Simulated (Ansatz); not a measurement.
# RbBi: the cost of one run

All numbers are computed with Ansatz 0.2.0, driven from Python. The levels of theory stand in the script.

## Step 1: The structure

The structure is tetragonal, space group P4/mmm (No. 123). Conventional cell: a = 4.685 Å, b = 4.685 Å, c = 3.859 Å, α = 90.00°, β = 90.00°, γ = 90.00°. Rb (site symmetry 4/mmm) is surrounded by 8 Bi at 3.83 Å and 2 Rb at 3.86 Å. Bi (site symmetry 4/mmm) has 8 Rb at 3.83 Å and 2 Bi at 3.86 Å as nearest neighbours.

The script holds or builds the structure itself.

## Step 2: Script

Contents of paw_lapw_rbbi.py:

```python
"""PAW against all-electron LAPW for RbBi."""

import ansatz as az
import numpy as np


def count_gap(report):
    # lowest empty less highest filled band, counting bands; zero where they overlap
    return max(report.get("gap_by_band_count_ev") or 0.0, 0.0)

lattice = az.Lattice.of(
    (4.685266, 0.0, 0.0),
    (0.0, 4.685266, 0.0),
    (0.0, 0.0, 3.858881),
)
sites = [
    ("Rb", (0.5, 0.5, 0.5)),
    ("Bi", (0.0, 0.0, 0.0)),
]
crystal = az.Crystal(lattice=lattice)
for symbol, position in sites:
    crystal = crystal.atom(symbol, position)

calc = (
    crystal.calculation()
    .functional(az.Functional.LDA)
    .kpoints(3, 3, 4)
    .occupations("methfessel_paxton")  # the run then minimises F = E - TS
    .scf(algorithm="direct_min")
    .stress()
    .forces()  # eV per angstrom
    .band_table()
)
variants = {
    "PAW": calc.pseudopotentials("paw"),
    "LAPW": calc.pseudopotentials("all_electron", lapw=True),
}
# totals differ by the cores that each treatment holds, so compare what does not depend on them
rows = []
for label, variant in variants.items():
    summary = variant.run(threads=1).report
    levels = np.array(summary["eigenvalues_ev"][0]) - summary["fermi_energy_ev"]
    print(label, "levels at the first k-point near E_F:", np.round(levels[np.abs(levels) < 5], 3))
    rows.append((label, summary["n_electrons"], np.trace(summary["stress_gpa"]) / 3, count_gap(summary)))
lines = [",".join(["treatment", "electrons in bands", "P GPa", "gap by band count eV"])] + [",".join(f"{v:.4f}" if isinstance(v, float) else str(v) for v in row) for row in rows]
print("\n".join(lines))
with open("paw_lapw.csv", "w") as handle:
    handle.write("\n".join(lines) + "\n")
```

## Step 3: The run

Started as:

```sh
$ python paw_lapw_rbbi.py
```

**Question.** How long does this script take on 1 thread of Intel Xeon 6975P-C (Granite Rapids), shared host, and how much memory does it need?

About 7.4 s, with a peak of 0.47 GiB.
